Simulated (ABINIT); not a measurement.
BIr:

```
Ir B
1.0
     3.04211    0.00000    0.00000
    -1.52105    2.63454    0.00000
     0.00000    0.00000    2.70297
Ir B
1 1
Cartesian
  1.5211 0.8782 0.0000
  0.0000 0.0000 1.3515
```

The cell comes from a database or a generator and needn't be the stable form of this composition.

```yaml
Program: ABINIT 10.8.3 (patched build)
Task: relaxation of cell and atoms
Functional: BLYP
Potentials_or_basis: JTH PAW PBE v2.0
Cutoff: 517 eV
k_mesh: 10 × 10 × 10
Occupations: fermi-dirac, width 0.05 eV
Spin: no spin polarisation
```

At the start: pressure 14.8 GPa; volume 10.83 Å³/atom.

Problem. Where does the relaxation end?

Solution. Over 5 steps the energy falls by 24.2 meV/atom and the volume is 11.38 Å³/atom (+5.1 %); space group P-6m2 (No. 187, to 0.05 Å).

The path:
| step | energy change (eV) | largest force (eV/Å) | pressure (GPa) | volume (Å³) |
| --- | --- | --- | --- | --- |
| 1 | 0.0000 | 0.0000 | 14.80 | 21.66 |
| 2 | -0.0469 | 0.0000 | 0.88 | 22.66 |
| 3 | -0.0479 | 0.0000 | 0.10 | 22.74 |
| 4 | -0.0483 | 0.0000 | -0.06 | 22.77 |
| 5 | -0.0483 | 0.0000 | 0.00 | 22.77 |

Final structure:
```
Ir B
1.0
     3.09948    0.00000    0.00000
    -1.54974    2.68423    0.00000
     0.00000    0.00000    2.73679
Ir B
1 1
Direct
  0.66667 0.33333 0.00000
  0.00000 0.00000 0.50000
```

Caveat: the PAW data sets were made with another functional, which shifts forces and pressure a little; the atomic spheres overlap.
